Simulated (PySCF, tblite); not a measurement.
**C3H7NSeSi: geometry, infrared bands and NMR shifts**

Aim: predict the infrared bands and NMR shifts of C3H7NSeSi (`C[Si](C)([SeH])C#N`).

The runs use tblite 0.8.0 and PySCF 2.14.0, with density-fitted response routines of our own; the level of theory stands in each step. All values are computed, except where a source is named. Atoms are numbered from 0 throughout.

## Step 1: Starting geometry

13 atoms, charge 0, multiplicity 1; geometry from: force field or distance geometry start.

Bonds of the start (Å): C0–Si1 1.85, Si1–C2 1.87, Si1–Se3 2.28, Si1–C4 1.83, C4–N5 1.15, C0–H6 1.11, C0–H7 1.12, C0–H8 1.11, C2–H9 1.10, C2–H10 1.12, C2–H11 1.12, Se3–H12 1.55.

## Step 2: Relaxing the molecule with GFN2-xTB

Job settings and geometry (Å):

```
{"job": {"kind": "relax", "xc": "GFN2-xTB", "basis": "xTB"}, "charge": 0, "multiplicity": 1}
C     -1.180700     1.322300    -0.299900
Si     0.232400     0.192600     0.086400
C     -0.159500    -1.546000    -0.470200
Se     2.110100     0.926800    -0.985600
C      0.529600     0.181300     1.895500
N      0.712800     0.179100     3.027200
H     -1.366000     1.330800    -1.397700
H     -0.940700     2.358400     0.043000
H     -2.096500     0.966200     0.223700
H      0.675700    -2.218500    -0.234800
H     -0.349100    -1.539900    -1.570300
H     -1.084400    -1.902400     0.049200
H      2.911900    -0.250200    -0.384300
```

Started as:

```sh
> OMP_NUM_THREADS=1 python probes_run.py task.json out
```

This one command runs all jobs of the session in turn.

**Question.** This job is followed by: GFN2-xTB harmonic vibrations, gas phase; GIAO PBE0/pcSseg-1 NMR shielding, non-relativistic, gas phase. What will the session give for the following? strongest single infrared mode (GFN2-xTB); zero-point energy (GFN2-xTB); ¹³C shifts against TMS (PBE0/pcSseg-1, means over atoms taken as alike); ¹H shifts against TMS (PBE0/pcSseg-1, means over atoms taken as alike); ²⁹Si shifts against TMS (PBE0/pcSseg-1); ⁷⁷Se shifts against Me2Se (PBE0/pcSseg-1); ¹⁵N shifts against NH3 (PBE0/pcSseg-1).

As calculated:

| quantity | value |
| --- | --- |
| strongest single infrared mode (GFN2-xTB) | 2096 cm⁻¹, 354 km/mol |
| zero-point energy (GFN2-xTB) | 55.8 kcal/mol |
| ¹³C shifts against TMS (PBE0/pcSseg-1, means over atoms taken as alike) | 126.8, 3.9 ppm |
| ¹H shifts against TMS (PBE0/pcSseg-1, means over atoms taken as alike) | 0.64, 0.53 ppm |
| ²⁹Si shifts against TMS (PBE0/pcSseg-1) | -4.3 ppm |
| ⁷⁷Se shifts against Me2Se (PBE0/pcSseg-1) | -369 ppm |
| ¹⁵N shifts against NH3 (PBE0/pcSseg-1) | 359.7 ppm |

What this shows: Over 44 steps the energy fell by 0.267 eV; of the close pairs, Se3–H12 changed most, 1.546 to 1.434 Å. No mode is imaginary among the 33: a minimum at this level. The strongest single mode, at 2096 cm⁻¹, moves mainly H12. GFN2-xTB is a fitted tight-binding method: band positions and strengths are rough. Its intensities can rank the bands wrongly. At PBE0/pcSseg-1: The largest span, 560 ppm, is at N5, where the paramagnetic term is -430 ppm. Spin-orbit coupling is left out, which matters for shieldings and couplings at and beside the heavy atoms.
